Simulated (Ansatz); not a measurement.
# CH₆Ge (singlet): the correlation ladder, cc-pVDZ

One table from this session's results is given with a row withheld; the runs are named, their logs left out.

The runs use Ansatz 0.2.0, Gaussian basis; cc-pVDZ, core rule «outside noble gas», up to 15 orbitals frozen.

Plan: UHF; CCSD(T) on RHF; BCCD(T) on RHF; CISD; CCSDT(Q) on RHF; CASSCF and NEVPT2, 8 electrons in 8 orbitals.

9 further runs of the same task are left out: 5 that didn't finish, 4 set aside as unsound or not needed. Runs told in other sessions of the task aren't counted.

**What is computed**

The geometry is a PBE0/def2-TZVP stationary point (not a proven minimum). No spin-orbit coupling is included. The filled d shell of Ge may be among the frozen orbitals whatever the setting's name suggests.

8 atoms, charge 0, spin multiplicity 1.

Atoms are counted from 1 here; the program's logs count them from 0.

Bond lengths: Ge1–C2 1.953 Å, Ge1–H3 1.539 Å, Ge1–H4 1.539 Å, Ge1–H5 1.539 Å, C2–H6 1.091 Å, C2–H7 1.091 Å, C2–H8 1.091 Å. Angles: C2–Ge1–H3 110.4°, C2–Ge1–H4 110.4°, C2–Ge1–H5 110.4°, H3–Ge1–H4 108.5°, H3–Ge1–H5 108.5°, H4–Ge1–H5 108.5°, Ge1–C2–H6 110.3°, Ge1–C2–H7 110.3°, Ge1–C2–H8 110.3°, H6–C2–H7 108.6°, H6–C2–H8 108.6°, H7–C2–H8 108.6°.

Set-up of the first run:

Input file in.yaml:

```yaml
crystal:
  periodic: [false, false, false]
  atoms:
    - {symbol: Ge, position_ang: [-0.318468, -0.001405, 0.000132]}
    - {symbol: C, position_ang: [1.634832, 0.007215, -0.000679]}
    - {symbol: H, position_ang: [-0.862498, 1.438686, 0.006420]}
    - {symbol: H, position_ang: [-0.852411, -0.730260, 1.246546]}
    - {symbol: H, position_ang: [-0.853495, -0.719761, -1.251900]}
    - {symbol: H, position_ang: [2.017478, -1.014007, -0.005136]}
    - {symbol: H, position_ang: [2.011093, 0.516606, 0.887172]}
    - {symbol: H, position_ang: [2.010325, 0.524051, -0.884544]}
basis:
  gaussian: {orbitals: cc-pVDZ}
magnetization: {spin_polarized: true, initial_magnetization: 0}
hamiltonian: {xc: hf}
output: {orbitals: {seedname: orbitals}}
```

Run with:

```console
$ ansatz run in.yaml --threads 1 --pin off --events-out ev --progress --plain --max-ram 2393MiB
```

Steps of the session up to this table: UHF; CCSD(T) on RHF; BCCD(T) on RHF; CISD; CCSDT(Q) on RHF; CASSCF and NEVPT2, 8 electrons in 8 orbitals.

One table of the session follows, with a row left open; its other results are not shown here.

| method | from RCCSDT(Q) (kcal/mol) |
| --- | --- |
| RHF | ? |
| RMP2 | +31.41 |
| CISD | +21.98 |
| RCCSD | +5.10 |
| RCCSD(T) | +0.73 |
| BCCD(T) | +0.71 |
| RCCSDT | +0.20 |
| RCCSDT(Q) | 0 |
| CASSCF frontier | +139.59 |
| NEVPT2 frontier | +33.43 |

Q: Estimate the row for RHF from the others.

**Answer.** from RCCSDT(Q) (kcal/mol): +191.67. In the column «from RCCSDT(Q) (kcal/mol)» it is the highest.

With the free atoms at the same levels and basis (separate runs), the atomisation energy is 24.162 eV at RCCSDT(Q), 24.148 eV at RCCSD(T), 19.428 eV at RHF.
